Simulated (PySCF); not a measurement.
The system is FCSSeH, in a box.

```xyz
5
Lattice="12.0000 0.0000 0.0000 0.0000 11.0000 0.0000 0.0000 0.0000 12.0000" Properties=species:S:1:pos:R:3 pbc="T T T"
F     5.1986    5.1098    7.3529
C     5.6119    5.3289    6.1105
S     7.1660    6.0690    6.0326
Se    4.6529    4.8989    4.7056
H     7.3731    6.1430    7.3624
```

Base run:

```yaml
Program: PySCF 2.14.0
Functional: SVWN5
Potentials_or_basis: def2-svp (all-electron)
k_mesh: 1 × 1 × 1
Occupations: fixed
Spin: no spin polarisation
```

Its results: gap between the frontier levels 2.59 eV.

Q: The run is repeated on the same cell with these changes: functional from SVWN5 to B3PW91. What comes out?

A: Gap between the frontier levels 4.20 eV.

B3PW91 gives the wider gap, since exact exchange removes part of the self-interaction.

Caveats: this is a molecule in a periodic box at the Γ point, so its band gap is the HOMO-LUMO gap; relativity is left out, which matters for the heavier elements; the basis of atomic orbitals isn't converged, which shifts pressures, moduli and gaps.

